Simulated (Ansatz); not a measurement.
**C3H6Zn: one species, many methods**

Aim: compute C3H6Zn with functionals from several rungs and with coupled cluster, and see how far each lands from CCSD(T) at the basis-set limit for the atomisation energy.

Computed with Ansatz 0.2.0, Gaussian basis. Level: functionals in def2-TZVPP, the program's frozen cores in correlated methods.

Plan: PBE-D4, r2SCAN-D4, PBE0-D4, B3LYP-D4, ωB97X-V, ωB97M-V, B2PLYP; CCSD(T)/def2-TZVPP; MP2/def2-QZVPP; extrapolation to the limit.

### Step 1. Structure used throughout

An earlier PBE0-D4 in a triple-zeta def2 set relaxation fixed the geometry.

10 atoms, charge 0, spin multiplicity 1.

Atoms are counted from 1 here; the program's logs count them from 0.

Bond lengths: C1–C2 1.326 Å, C1–H5 1.086 Å, C1–H6 1.084 Å, C2–C3 1.489 Å, C2–H7 1.088 Å, C3–H8 1.094 Å, C3–H9 1.096 Å, C3–H10 1.092 Å. Angles: C2–C1–H5 121.4°, C2–C1–H6 121.6°, H5–C1–H6 117.0°, C1–C2–C3 125.1°, C1–C2–H7 118.7°, C3–C2–H7 116.2°, C2–C3–H8 111.1°, C2–C3–H9 110.9°, C2–C3–H10 111.5°, H8–C3–H9 106.6°, H8–C3–H10 108.4°, H9–C3–H10 108.2°.

### Step 2. PBE-D4 (GGA)

in.yaml reads:

```yaml
crystal:
  periodic: [false, false, false]
  atoms:
    - {symbol: C, position_ang: [-0.979918, 0.858744, -0.442778]}
    - {symbol: C, position_ang: [-0.328026, 0.280320, 0.556946]}
    - {symbol: C, position_ang: [0.297899, -1.069164, 0.502296]}
    - {symbol: Zn, position_ang: [2.427189, 1.124665, -1.858423]}
    - {symbol: H, position_ang: [-1.112134, 0.357563, -1.396999]}
    - {symbol: H, position_ang: [-1.407680, 1.849620, -0.344318]}
    - {symbol: H, position_ang: [-0.222215, 0.822049, 1.495020]}
    - {symbol: H, position_ang: [-0.107617, -1.723465, 1.280262]}
    - {symbol: H, position_ang: [1.377491, -1.005983, 0.677902]}
    - {symbol: H, position_ang: [0.138113, -1.545648, -0.466810]}
basis:
  gaussian: {orbitals: def2-TZVPP}
hamiltonian: {xc: pbe, dispersion: d4}
output: {forces: true, orbitals: {seedname: orbitals}}
```

Command:

```sh
$ ansatz run in.yaml --threads 4 --pin off --events-out ev --progress --plain --max-ram 10444MiB
```

Further steps of the session: r2SCAN-D4 (meta-GGA); PBE0-D4 (hybrid); B3LYP-D4 (hybrid); ωB97X-V (range-separated); ωB97M-V (range-separated); B2PLYP (double hybrid); CCSD(T) in def2-TZVPP; MP2 in def2-QZVPP.

Before running them: what should the planned runs give, taken together? Wanted: atomisation energy, CCSD(T)/CBS; farthest; mean size of error, hybrid; mean size of error, range-separated; gap, smallest and largest; T1 diagnostic; triples share of the correlation energy.

The runs gave:

| quantity | value |
| --- | --- |
| atomisation energy, CCSD(T)/CBS | 3602.5 kJ/mol |
| functionals within 18.0 kJ/mol (0.5 %) | r2SCAN-D4, B3LYP-D4, ωB97X-V, ωB97M-V |
| farthest | PBE-D4 (+74.8 kJ/mol) |
| mean size of error, hybrid | 22.2 kJ/mol |
| mean size of error, range-separated | 5.9 kJ/mol |
| gap, smallest and largest | 4.42 eV (PBE-D4), 9.53 eV (ωB97X-V) |
| T1 diagnostic | 0.0133 |
| triples share of the correlation energy | 3.5 % |

In words: PBE-D4 is off by +74.8 kJ/mol. Double hybrids carry the basis error of their MP2 part in triple zeta, and no dispersion term here, so their miss is partly the set-up's. The reference freezes the cores and leaves out relativity and excitations past (T), so misses under about 18.0 kJ/mol can't be ranked. Hartree-Fock recovers 76 % of the binding; the rest is correlation. The gap grows from 4.4 to 9.5 eV across the functionals, mostly with the share of exact exchange. For Zn the d shell is correlated and the shells below it are frozen.
